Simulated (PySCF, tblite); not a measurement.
# CH₂BF₃− (doublet): geometry, infrared bands and EPR parameters

Wanted: the infrared bands and EPR parameters of CH₂BF₃− (doublet) (`[BH2-]C(F)(F)F`), by calculation.

The runs use tblite 0.8.0 and PySCF 2.14.0, with density-fitted response routines of our own; the level of theory stands in each step. All values are computed, except where a source is named. Atoms are numbered from 0 throughout.

## Step 1: Starting geometry

7 atoms, charge -1, multiplicity 2; geometry from: force field or distance geometry start.

Bonds of the start (Å): B0–C1 1.61, C1–F2 1.37, C1–F3 1.38, C1–F4 1.40, B0–H5 1.19, B0–H6 1.19.

## Step 2: Relaxing the molecule with GFN2-xTB

The job: settings as JSON, then the geometry in Å.

```
{"job": {"kind": "relax", "xc": "GFN2-xTB", "basis": "xTB"}, "charge": -1, "multiplicity": 2}
B      0.952300    -0.141800    -0.325600
C     -0.610000     0.147000    -0.060600
F     -1.362900    -0.707700    -0.824900
F     -0.900600     1.460700    -0.382700
F     -0.890300    -0.078000     1.291400
H      1.200700    -1.270700    -0.057800
H      1.614100     0.595400     0.333100
```

Launch:

```bash
> OMP_NUM_THREADS=1 python probes_run.py task.json out
```

The driver reads the jobs from task.json and runs them one after another.

**Question.** This job is followed by: GFN2-xTB harmonic vibrations, gas phase; UKS B3LYP, pcH-1 on B C F H, non-relativistic, mean-field spin-orbit, GIAO. What will the session give for the following? strongest single infrared mode (GFN2-xTB); zero-point energy (GFN2-xTB); g(iso) (B3LYP); ⟨S²⟩; largest a(iso).

The runs gave:

| quantity | value |
| --- | --- |
| strongest single infrared mode (GFN2-xTB) | 2566 cm⁻¹, 298 km/mol |
| zero-point energy (GFN2-xTB) | 19.0 kcal/mol |
| g(iso) (B3LYP) | 2.00502 |
| ⟨S²⟩ | 0.754 (exact 0.75) |
| largest a(iso) | 19F on F4, 415.5 MHz |

The optimisation took 30 steps and gained 0.983 eV; among the close pairs (by a distance rule), C1–F4 changed most, from 1.399 to 2.068 Å. The frame itself reshapes: C1···F4 goes from 1.40 to 2.07 Å. All 15 modes are real, so the xTB geometry is a minimum. The strongest single mode, at 2566 cm⁻¹, moves mainly H5 and H6. GFN2-xTB is a fitted tight-binding method: band positions and strengths are rough. Its intensities can rank the bands wrongly. The structure rearranged or came apart on optimisation; the results belong to the end geometry, not to the formula as drawn. The largest share of the spin, 0.54 e, sits on B0. The isotropic g lies 2.7 ppt above the free-electron value. The records flag this anion as possibly unbound in the gas phase, so the basis may hold the extra electron. The conformer search found further structures of the same energy, which may be mirror or relabelled copies of this one.
